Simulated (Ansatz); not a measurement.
What does this script print? It uses the Python package of Ansatz (0.2.0).

`run_fsm.py`:
```python
"""Fixed-spin-moment curve of ZnNi."""

import ansatz as az
from ase import Atoms

SMEARING = "Fermi-Dirac"
SMEARING_WIDTH = 0.1
SCF_TOL = 1e-10

atoms = Atoms(
    ["Zn", "Ni"],
    scaled_positions=[
        [0.5, 0.5, 0.5],
        [0.0, 0.0, 0.0],
    ],
    cell=[
        [2.9083, 0.0, 0.0],
        [0.0, 2.9083, 0.0],
        [0.0, 0.0, 2.9083],
    ],
    pbc=True,
)
cell = az.Crystal.from_ase(atoms)

base = cell.calculation()
base = base.functional(az.Functional.R2SCAN).kpoints(11)
base = base.occupations(SMEARING, width=SMEARING_WIDTH).scf(tolerance=SCF_TOL)
# a hard lock holds the total moment, with one Fermi level a spin
rows = []
for total in [0.0, 0.4, 0.7, 1.1, 1.4, 1.8]:
    data = base.spin("collinear", total=total, lock="hard").run(threads=1, pin="off").report
    up, down = data["spin_fermi_energies_ev"]
    rows.append((total, data["free_energy_ev"], up - down, data["absolute_magnetization_mub"]))
reference = rows[0][1]
rows = [(m, 1000 * (e - reference), split, size) for m, e, split, size in rows]
print("     total muB    F - F(0) meV  EF up - down eV    absolute muB")
for row in rows:
    print(f"{str(row[0]):>14s}  {row[1]:14.2f}  {row[2]:15.4f}  {row[3]:14.3f}")
best = min(rows, key=lambda row: row[1])
print(f"lowest at {best[0]} muB per cell, {best[1]:.1f} meV against the first point")
```

```console
$ python run_fsm.py
DeckWarning: basis.ecutwfc = 500 eV, auto-derived from the records' recommended cutoffs: set by Zn (their level for a meta-GGA)
RunWarning: this spin-polarised run has no starting moment large enough to seed its density, and nothing else in its deck makes the two spin channels differ, so an SCF from that start keeps the [...]
DeckWarning: This run holds its total moment fixed (magnetization.spin_locking.lock_magnetization: hard) and mixes its density by anderson or broyden (scf.mixing.algorithm, typed or taken by auto). [...]
     total muB    F - F(0) meV  EF up - down eV    absolute muB
           0.0            0.00           0.0000           0.000
           0.4           19.88           0.3788           0.439
           0.7          111.35           0.8414           0.716
           1.1          357.46           1.7477           1.101
           1.4          676.55           2.5616           1.400
           1.8         1300.92           3.9747           1.800
lowest at 0.0 muB per cell, 0.0 meV against the first point
```
(Warnings from the package without file and line, shortened.)

The lowest point lies at 0 μB a cell, the first of the scan; at 1.8 μB the energy is 1301 meV above the lowest.

r2SCAN tends to overestimate the moments of itinerant magnets. The starting cell is as deposited in a crystallographic database; the results hold for this polymorph, which needn't be the stable one. Only points where the Fermi levels of the two spins meet (minima, maxima and zero moment) are free solutions; a shallow minimum can lie between the points. Finished in 96 s on 1 thread of Arm Neoverse V1 (shared host), peak memory 0.5 GiB.
